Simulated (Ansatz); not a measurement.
# SiHBr: how energies converge with the basis set

One table from this session's results is given with a row withheld; the runs are named, their logs left out.

Program: Ansatz 0.2.0, Gaussian basis. Level of theory: one geometry, several basis sets. These are calculated values, not measurements.

Plan: PBE0-D4/def2-SVP; ωB97M-V/def2-SVP; PBE0-D4/def2-QZVPP; ωB97M-V/def2-QZVPP; the functionals' def2-TZVPP values are taken from earlier runs.

## Structure used throughout

An earlier PBE0-D4 in a triple-zeta def2 set relaxation fixed the geometry.

SMILES `[SiH]Br`, 3 atoms, charge 0, spin multiplicity 1.

Atoms are counted from 1 here; the program's logs count them from 0.

Bond lengths: Si1–Br2 2.245 Å, Si1–H3 1.527 Å. Angles: Br2–Si1–H3 94.0°.

The first run:

The input, in.yaml:

```yaml
crystal:
  periodic: [false, false, false]
  atoms:
    - {symbol: Si, position_ang: [-0.624745, 0.521948, -0.296089]}
    - {symbol: Br, position_ang: [1.340911, 0.401453, 0.781387]}
    - {symbol: H, position_ang: [-0.727066, -0.988301, -0.498598]}
basis:
  gaussian: {orbitals: def2-SVP}
hamiltonian: {xc: pbe0, dispersion: d4}
output: {orbitals: {seedname: orbitals}}
```

Steps of the session up to this table: PBE0-D4 in def2-SVP; ωB97M-V in def2-SVP; PBE0-D4 in def2-QZVPP; ωB97M-V in def2-QZVPP.

One of the session's tables, all rows but one given; the rest of the session is left out.

It belongs to the step «Density functionals: the series». 

```
functional       basis  HOMO (eV)  LUMO (eV)
   PBE0-D4    def2-SVP      -6.92      -3.07
   PBE0-D4  def2-TZVPP      -6.98      -3.08
   PBE0-D4  def2-QZVPP      -6.99      -3.10
   ωB97M-V    def2-SVP      -8.95      -1.00
   ωB97M-V  def2-TZVPP      -9.04      -1.09
   ωB97M-V  def2-QZVPP          ?          ?
```

**Question.** Estimate the row for ωB97M-V, def2-QZVPP.

**Answer.** HOMO (eV): -9.06; LUMO (eV): -1.14. In the column «HOMO (eV)» it is the lowest.
